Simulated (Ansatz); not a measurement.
Run this with Ansatz 0.2.0, Python API and show what comes out.

`run_drho.py`
```python
'''Density difference of LiMg3 against its sublattices.'''

import ansatz
import numpy as np

VECTORS = np.array([
    [-2.273176, 2.273176, 4.242211],
    [2.273176, -2.273176, 4.242211],
    [2.273176, 2.273176, -4.242211],
])
SITES = [
    ('Li', (0.0, 0.0, 0.0)),
    ('Mg', (0.5, 0.5, 0.0)),
    ('Mg', (0.25, 0.75, 0.5)),
    ('Mg', (0.75, 0.25, 0.5)),
]


def build(cell):
    crystal = ansatz.Crystal(lattice=ansatz.Lattice.of(cell))
    for symbol, position in SITES:
        crystal = crystal.atom(symbol, position)
    return crystal

# one cutoff and one grid for all runs, so that the fields can be subtracted
def solve(crystal):
    return (
        crystal.calculation()
        .functional('pbesol')
        .occupations('cold', width=100 * ansatz.meV)
        .scf(max_iterations=90)
        .basis(460, grid_basis='typed')
        .kpoints(7, 7, 7)
        .density()
        .run(threads=1)
    )


whole = solve(build(VECTORS))
difference = whole.density().channels[0].density_e_per_ang3.copy()
binding = whole.report['free_energy_ev']
for element in ['Li', 'Mg']:
    part = ansatz.Crystal(lattice=ansatz.Lattice.of(VECTORS))
    for symbol, position in SITES:
        if symbol == element:
            part = part.atom(symbol, position)
    alone = solve(part)
    difference -= alone.density().channels[0].density_e_per_ang3
    binding -= alone.report['free_energy_ev']
    print(f'{element} sublattice: {alone.report["n_electrons"]:g} electrons, {alone.report["n_iterations"]} iterations')

voxel = abs(np.linalg.det(VECTORS)) / difference.size
print(f'energy of the crystal less its unpolarised sublattices: {binding / len(SITES):.4f} eV/atom')
print(f'net charge of the difference {difference.sum() * voxel:.5f} e, charge rearranged {0.5 * np.abs(difference).sum() * voxel:.3f} e')
print(f'extremes {difference.min():.4f} and {difference.max():.4f} e/A^3')
for (symbol, position) in SITES:
    index = tuple(int(round(p * n)) % n for p, n in zip(position, difference.shape))
    print(f'  change of the pseudo-density at the grid point nearest {symbol}: {difference[index]:+.4f} e/A^3')
profile = difference.mean(axis=(0, 1))
print('planar mean along the third vector:', np.round(profile[:: max(len(profile) // 12, 1)], 4))
```

```console
$ python run_drho.py
Li sublattice: 3 electrons, 6 iterations
Mg sublattice: 30 electrons, 5 iterations
energy of the crystal less its unpolarised sublattices: -0.5052 eV/atom
net charge of the difference 0.00000 e, charge rearranged 0.288 e
extremes -0.0180 and 0.0130 e/A^3
  change of the pseudo-density at the grid point nearest Li: +0.0020 e/A^3
  change of the pseudo-density at the grid point nearest Mg: -0.0084 e/A^3
  change of the pseudo-density at the grid point nearest Mg: -0.0104 e/A^3
  change of the pseudo-density at the grid point nearest Mg: -0.0104 e/A^3
planar mean along the third vector: [ 0.0001  0.     -0.      0.      0.     -0.     -0.0001 -0.0001 -0.
  0.      0.     -0.     -0.      0.0001]
```

Reading the output:
- For a metal this k-point mesh is coarse: on a finer one energies can move by several to tens of meV an atom and pressures by half a GPa or more, differences at one mesh by less.
- Densities and potentials on the grid are those of the valence electrons, and inside the cores they hang on the potentials used.
- This cell is a computed structure, which may not be the phase found in nature.
- Charge moved counts every rearrangement, bonding and polarisation too, and is no transfer between atoms; the bare sublattices are artificial references. Values near the nuclei depend on the potentials.
- Run time: 6.3 s on 1 thread of Arm Neoverse V2, on a shared host, peak memory 0.42 GiB.
